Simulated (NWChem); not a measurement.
# PBE0/STO-3G run of BH2O2F (SMILES OB(O)F)

What is the vertical ionisation energy of BH2O2F at PBE0/STO-3G? 

Program for the calculation: NWChem 7.3.0.

4 further runs of the same task are left out: 2 that didn't finish, 2 set aside as unsound or not needed.

### 1 The system as given

BH2O2F has 6 atoms, charge 0, and is taken as a singlet. As SMILES, `OB(O)F`. The coordinates come from a PBE0-D4/def2-TZVP relaxation. This is one conformer, not always the lowest.

Bond lengths: O1–B2 1.360 Å, B2–O3 1.352 Å, B2–F4 1.333 Å, O1–H5 0.960 Å, O3–H6 0.960 Å. Angles: O1–B2–O3 121.6°, O1–B2–F4 120.5°, O3–B2–F4 117.9°, B2–O1–H5 113.1°, B2–O3–H6 112.5°.

### 2 A single-point energy at PBE0/STO-3G

Contents of bfh2o2.nw:

```
start bfh2o2
title "BFH2O2"
memory total 2200 mb

geometry noautosym nocenter noautoz
   O       -0.477500       0.971000      -0.208400
   B       -0.023800      -0.307500      -0.106500
   O        0.989400      -0.635200       0.726100
   F       -0.573100      -1.280600      -0.833200
   H       -1.198900       1.066100      -0.834300
   H        1.326000       0.122200       1.210000
end

basis spherical bse
   O library STO-3G
   B library STO-3G
   F library STO-3G
   H library STO-3G
end

dft
   xc pbe0
   grid fine
   convergence energy 1e-08
   iterations 100
   mulliken
   print low
end

task dft energy
```

The run is started by

```bash
$ nwchem bfh2o2.nw > bfh2o2.out
```

Log:

```text
[...]
 d= 0,ls=0.0,diis     1   -272.2233814389 -3.87D+02  7.03D-02  8.28D-01     0.3
[...]
 d= 0,ls=0.0,diis    10   -272.3742578789 -3.58D-12  1.04D-07  4.60D-12     1.6
         Total DFT energy =     -272.374257878892
      One electron energy =     -606.380083719728
           Coulomb energy =      252.081633015400
    Exchange-Corr. energy =      -32.574368638053
 Nuclear repulsion energy =      114.498561463488
[...]
      Total Density - Mulliken Population Analysis
     ---------------------------------------------
    Atom       Charge   Shell Charges
 -----------   ------   -------------------------------------------------------
    1 O    8     8.35   2.00  1.81  4.55
    2 B    5     4.61   1.99  0.74  1.88
    3 O    8     8.34   2.00  1.81  4.53
    4 F    9     9.15   2.00  1.94  5.22
    5 H    1     0.78   0.78
    6 H    1     0.77   0.77
[...]
```

Run time: 2.2 s. Hardware: 1 thread of Intel Xeon Platinum 8488C (Sapphire Rapids), shared host; peak memory 0.11 GiB.

### 3 The doublet cation, same level

Contents of m1.nw:

```
start m1
title "BFH2O2 PBE0"
memory stack 880 mb heap 220 mb global 1100 mb
charge 1

geometry units angstrom noautosym nocenter noautoz
 O       -0.477500       0.971000      -0.208400
 B       -0.023800      -0.307500      -0.106500
 O        0.989400      -0.635200       0.726100
 F       -0.573100      -1.280600      -0.833200
 H       -1.198900       1.066100      -0.834300
 H        1.326000       0.122200       1.210000
end

basis spherical bse
 * library STO-3G
end

dft
 xc pbe0
 mult 2
 grid fine
 convergence energy 1e-08
 iterations 100
 mulliken
 noprint "final vectors analysis"
end

task dft
```

The run is started by

```bash
$ nwchem m1.nw > m1.out
```

Log:

```text
[...]
          Wavefunction type:  spin polarized.
          No. of atoms     :     6
          No. of electrons :    31
[...]
          Charge           :     1
          Spin multiplicity:     2
[...]
          AO basis - number of functions:    22
[...]
              XC Information
              --------------
                         PBE0 Method XC Functional
                     Hartree-Fock (Exact) Exchange  0.250
          PerdewBurkeErnzerhof Exchange Functional  0.750
            Perdew 1991 LDA Correlation Functional  1.000 local
           PerdewBurkeErnz. Correlation Functional  1.000 non-local
[...]
 d= 0,ls=0.0,diis     1   -271.8756871166 -3.86D+02  4.88D-02  2.04D-01     0.4
[...]
 d= 0,ls=0.0,diis    14   -272.0508290297 -2.40D-09  4.32D-07  2.49D-11     3.5
[...]
         Total DFT energy =     -272.050829029715
      One electron energy =     -594.662230446008
           Coulomb energy =      240.026433030722
    Exchange-Corr. energy =      -31.913593077918
 Nuclear repulsion energy =      114.498561463488
[...]
      Total Density - Mulliken Population Analysis
     ---------------------------------------------
    Atom       Charge   Shell Charges
 -----------   ------   -------------------------------------------------------
    1 O    8     8.13   2.00  1.84  4.29
    2 B    5     4.47   1.99  0.68  1.79
    3 O    8     8.09   2.00  1.85  4.24
    4 F    9     9.04   2.00  1.95  5.10
    5 H    1     0.63   0.63
    6 H    1     0.63   0.63
[...]
      <S2> =      0.7752 (Exact =     0.7500)
[...]
```

It took 4.2 s on 1 thread of Intel Xeon Platinum 8488C (Sapphire Rapids), shared host; peak memory 0.11 GiB.

### 4 Outcome

Level: PBE0/STO-3G.

| quantity | value |
| --- | --- |
| singlet BH2O2F: total energy | -272.37426 Eh |
| doublet cation: total energy | -272.05083 Eh |
| doublet cation: ⟨S²⟩ | 0.775 |
| vertical ionisation energy (to the doublet cation) | 8.801 eV |

What this shows: Removing an electron at fixed nuclei costs 8.80 eV (849 kJ/mol). In a minimal basis such a difference can be off by several eV, whatever the method.
